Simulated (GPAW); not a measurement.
The system is TiSn.

```xyz
2
Lattice="0.0000 2.8005 2.8005 2.8005 0.0000 2.8005 2.8005 2.8005 0.0000" Properties=species:S:1:pos:R:3 pbc="T T T"
Ti    0.0000    0.0000    0.0000
Sn    2.8005    2.8005    2.8005
```

The cell was built by a generator and needn't be a form met in nature.

| Quantity | Value |
| --- | --- |
| Program | GPAW 26.7.0 |
| Task | relaxation of cell and atoms |
| Functional | PBEsol |
| Potentials or basis | PAW data sets generated in the run's folder for this functional |
| Cutoff | 600 eV |
| Basis | pw |
| k mesh | 8 × 8 × 8 |
| Occupations | fermi-dirac, width 0.05 eV |
| Spin | no spin polarisation |

At the start: pressure -4.0 GPa; volume 21.96 Å³/atom.

Task: How do energy, volume and symmetry change on relaxing?

Result: Over 4 steps the energy falls by 10.8 meV/atom and the volume is 20.96 Å³/atom (-4.6 %); space group Fm-3m (No. 225, to 0.05 Å).

Step by step:
| step | energy change (eV) | largest force (eV/Å) | pressure (GPa) | volume (Å³) |
| --- | --- | --- | --- | --- |
| 1 | 0.0000 | 0.0000 | -3.98 | 43.93 |
| 2 | -0.0101 | 0.0000 | -3.07 | 43.42 |
| 3 | -0.0213 | 0.0000 | 0.19 | 41.83 |
| 4 | -0.0216 | 0.0000 | -0.01 | 41.92 |

Final structure:
```cif
data_structure
_symmetry_space_group_name_H-M 'P 1'
_symmetry_Int_Tables_number 1
_cell_length_a 3.8992
_cell_length_b 3.8992
_cell_length_c 3.8992
_cell_angle_alpha 60.000
_cell_angle_beta 60.000
_cell_angle_gamma 60.000
_cell_volume 41.92
loop_
_atom_site_label
_atom_site_type_symbol
_atom_site_fract_x
_atom_site_fract_y
_atom_site_fract_z
_atom_site_occupancy
Ti1 Ti 0.00000 0.00000 0.00000 1
Sn1 Sn 0.50000 0.50000 0.50000 1
```

Caveat: later steps reuse the first step's grids.
